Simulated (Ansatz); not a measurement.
# InAs: the cost of one run

Computed with Ansatz 0.2.0 (reference: DFT, HSE06, plane waves, PAW, unless a step's input says otherwise).

The COD entry's cell or inner coordinates are ideal or old and differ from later refinements, so a difference from it is no clean test against experiment.

1 further run of the same task is left out (it didn't finish).

### Step 1. Starting point

The structure is cubic, space group F-43m (No. 216). Conventional cell: a = 6.109 Å, b = 6.109 Å, c = 6.109 Å, α = 90.00°, β = 90.00°, γ = 90.00°. Around In (site symmetry -43m) lie 4 As at 2.65 Å. As (site symmetry -43m) has 4 In at 2.65 Å as nearest neighbours.

Structure file:

```xyz
2
Lattice="0.0000 3.0546 3.0546 3.0546 0.0000 3.0546 3.0546 3.0546 0.0000" Properties=species:S:1:pos:R:3 pbc="T T T"
In    0.0000    0.0000    0.0000
As    1.5273    1.5273    1.5273
```

### Step 2. Reference

Input file input.yaml:

```yaml
crystal:
  lattice:
    - [0.0, 3.0545915924, 3.0545915924]
    - [3.0545915924, 0.0, 3.0545915924]
    - [3.0545915924, 3.0545915924, 0.0]
  atoms:
    - { symbol: In, position: [0.0, 0.0, 0.0] }
    - { symbol: As, position: [0.25, 0.25, 0.25] }
kpoints:
  mp_grid: { grid: [4, 4, 4] }
hamiltonian:
  xc: hse06
scf:
  occupations: { method: fermi_dirac, width: 0.02 }
  n_extra_bands: 4
output:
  forces: true
  stress: true
  eigenvalues: true
```

On the command line:

```bash
$ ansatz run input.yaml --threads 4 --pin off --max-ram 3686MiB --backend cpu --events-out ev --progress --plain --runs-dir out
```

Q: Estimate wall time and peak memory on 4 threads of Intel Xeon 6975P-C (Granite Rapids), shared host.

About 4.2 s, with a peak of 0.83 GiB.
